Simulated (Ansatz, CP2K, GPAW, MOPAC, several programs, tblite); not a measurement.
# What each method gives for Ag₂MgSnSe₄ (kesterite)

Ag₂MgSnSe₄ in the kesterite structure, relaxed with r2SCAN in Ansatz, was computed with several methods. It is tetragonal, I-4 (No. 82); conventional cell a = 6.101 Å, c = 11.783 Å, 27.41 Å³ an atom. Around Ag lie 4 Se at 2.67 Å; around Ag lie 4 Se at 2.65 Å; around Mg lie 4 Se at 2.58 Å; around Sn lie 4 Se at 2.56 Å; around Se lie 1 Sn at 2.56 Å and 1 Mg at 2.58 Å and 2 Ag at 2.65–2.67 Å. Spin-unpolarised throughout. Whether this structure exists isn't addressed.

Space group I-4 (No. 82). a = 6.101 Å, b = 6.101 Å, c = 11.783 Å, α = 90.00°, β = 90.00°, γ = 90.00°

| atom | site | symmetry | x | y | z |
| --- | --- | --- | --- | --- | --- |
| Ag | 2a | -4.. | 0.0000 | 0.0000 | 0.0000 |
| Ag | 2c | -4.. | 0.0000 | 0.5000 | 0.2500 |
| Mg | 2d | -4.. | 0.5000 | 0.0000 | 0.2500 |
| Sn | 2b | -4.. | 0.5000 | 0.5000 | 0.0000 |
| Se | 8g | 1 | 0.2469 | 0.7632 | 0.3747 |

Gaps and times are for a single point on this cell; volume and bulk modulus come from each method's own relaxation or energy curve at fixed shape, which is too stiff where a cell has free coordinates or axes. Times are rough, from shared hosts (Arm Neoverse V2), and each method has its own mesh and cell size. A dagger marks a closed or tiny gap in a crystal that DFT finds insulating: a failure of the method or a wrong SCF state. A double dagger marks a value from a curve with shape and coordinates held. PM7 (MOPAC) and PM6 (MOPAC): levels, charges or heat of formation failed a check of plausibility, so no values are given. A star marks a curve whose lowest point is an end point. PM6 (MOPAC), PM7 (MOPAC), GFN1-xTB (tblite), GFN2-xTB (tblite) treat a cluster of cells at its zone centre, which samples few k points: where these miss a band edge, the gap comes out too large for that reason alone. Gaps from k meshes are read at a limited set of points (mesh, symmetry points, PBE's band edges), so each method's own least gap may be somewhat smaller. xTB and the PM methods were fitted mostly to molecules, and can miss a solid's gap by electronvolts. Minimal bases can be far off for gaps. GLLB-SC's gap includes the derivative discontinuity. d marks a direct gap, i an indirect one (no mark: not told apart), a dash a value that wasn't computed or didn't pass its checks.

```tsv
method	kind	gap (eV)	own volume (Å³/atom)	bulk modulus (GPa)	atoms computed	processor time
GFN1-xTB (tblite)	tight binding	0.11†	25.75‡	57‡	64	3.3 s
light PBE (260 eV, its own mesh)	light plane-wave	0.36 d	–	–	8	7 s
PM7 (MOPAC)	semi-empirical	–	–	–	64	7.5 s
GFN2-xTB (tblite)	tight binding	0.18†	28.15‡	31‡	64	7.6 s
PM6 (MOPAC)	semi-empirical	–	–	–	64	14 s
PBE/SZV (CP2K)	small basis	0.01†	30.69*‡	–	8	40 s
PBE	semilocal	0.36 d	28.19	46‡	8	63 s
PBE/DZVP (CP2K)	small basis	0.34 d	28.80‡	45‡	8	81 s
r2SCAN	semilocal	0.76 d	27.41	52‡	8	2.2 min
GLLB-SC (GPAW)	model potential	1.24	–	–	8	3 min
```

Against r2SCAN (0.76 eV) and with closed or daggered gaps left aside, the nearest gap at the points sampled is that of light PBE (260 eV, its own mesh) (-0.39 eV) and the farthest that of GLLB-SC (GPAW) (+0.48 eV). r2SCAN is only a yardstick of convenience: semilocal gaps usually lie below measured ones, which GLLB-SC and hybrids aim to mend.

Volumes against r2SCAN's: PBE +2.8 %.

No spin-orbit coupling is included; it can move band edges with weight on the heavy atoms by tenths of an eV.
